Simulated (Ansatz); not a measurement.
# MoW3: the cost of one run

Method: DFT PBE, scalar-relativistic, plane waves, PAW, in Ansatz 0.2.0.

1 further run of the same task is left out (set aside as unsound or not needed).

## 1. The system as given

It takes space group P4/mmm (No. 123, tetragonal). The conventional cell has a = 4.495 Å, b = 4.495 Å, c = 3.177 Å, α = 90.00°, β = 90.00°, γ = 90.00°. Mo (site symmetry 4/mmm) is surrounded by 8 W at 2.75 Å. W (site symmetry mmm) is surrounded by 4 Mo at 2.75 Å and 4 W at 2.75 Å. W (site symmetry 4/mmm) is surrounded by 8 W at 2.75 Å.

As a file:

```cif
data_structure
_symmetry_space_group_name_H-M 'P4/mmm'
_symmetry_Int_Tables_number 123
_cell_length_a 4.4954
_cell_length_b 4.4954
_cell_length_c 3.1766
_cell_angle_alpha 90.000
_cell_angle_beta 90.000
_cell_angle_gamma 90.000
_cell_volume 64.20
loop_
_atom_site_label
_atom_site_type_symbol
_atom_site_symmetry_multiplicity
_atom_site_Wyckoff_symbol
_atom_site_fract_x
_atom_site_fract_y
_atom_site_fract_z
_atom_site_occupancy
Mo1 Mo 1 b 0.00000 0.00000 0.50000 1
W1 W 2 f 0.00000 0.50000 0.00000 1
W2 W 1 d 0.50000 0.50000 0.50000 1
```

The cell was relaxed beforehand at this level, from a generated guess; it is a trial structure. At a tolerance of 0.05 Å it has space group P4/mmm (No. 123); it has 16.05 Å³/atom, an uncorrected energy of -0.00 eV/atom over the elements.

## 2. Static run: bands, density of states and charges

Contents of input.yaml:

```yaml
crystal:
  lattice:
    - [4.4954007887, 0.0, 0.0]
    - [0.0, 4.4954007887, 0.0]
    - [0.0, 0.0, 3.1766378747]
  atoms:
    - { symbol: Mo, position: [0.0, 0.0, 0.5] }
    - { symbol: W, position: [0.0, 0.5, 0.0] }
    - { symbol: W, position: [0.5, 0.5, 0.5] }
    - { symbol: W, position: [0.5, 0.0, 0.0] }
basis:
  ecutwfc: 420
kpoints:
  mp_grid: { grid: [10, 10, 14] }
  band_path:
    path:
      - [[0.0, 0.0, 0.0], [0.0, 0.5, 0.0], [0.5, 0.5, 0.0], [0.0, 0.0, 0.0], [0.0, 0.0, 0.5], [0.0, 0.5, 0.5], [0.5, 0.5, 0.5], [0.0, 0.0, 0.5]]
      - [[0.0, 0.5, 0.0], [0.0, 0.5, 0.5]]
      - [[0.5, 0.5, 0.0], [0.5, 0.5, 0.5]]
    npoints: 14
hamiltonian:
  xc: pbe
scf:
  occupations: { method: gaussian, width: 0.1 }
  n_extra_bands: 10
output:
  forces: true
  stress: true
  eigenvalues: true
  populations: true
  dos: { projected: true, de: 0.02, nscf_kmesh: { grid: [12, 12, 17] } }
  bader: true
  write_density: true
  write_potential: true
  elf: true
  volumetric_format: npy
```

Launch:

```sh
$ ansatz run input.yaml --threads 1 --pin off --max-ram 2560MiB --backend cpu --events-out ev --progress --plain --runs-dir out
```

Q: Estimate wall time and peak memory on 1 thread of Intel Xeon at 2.70GHz, shared host.

About 83 s, with a peak of 0.67 GiB.
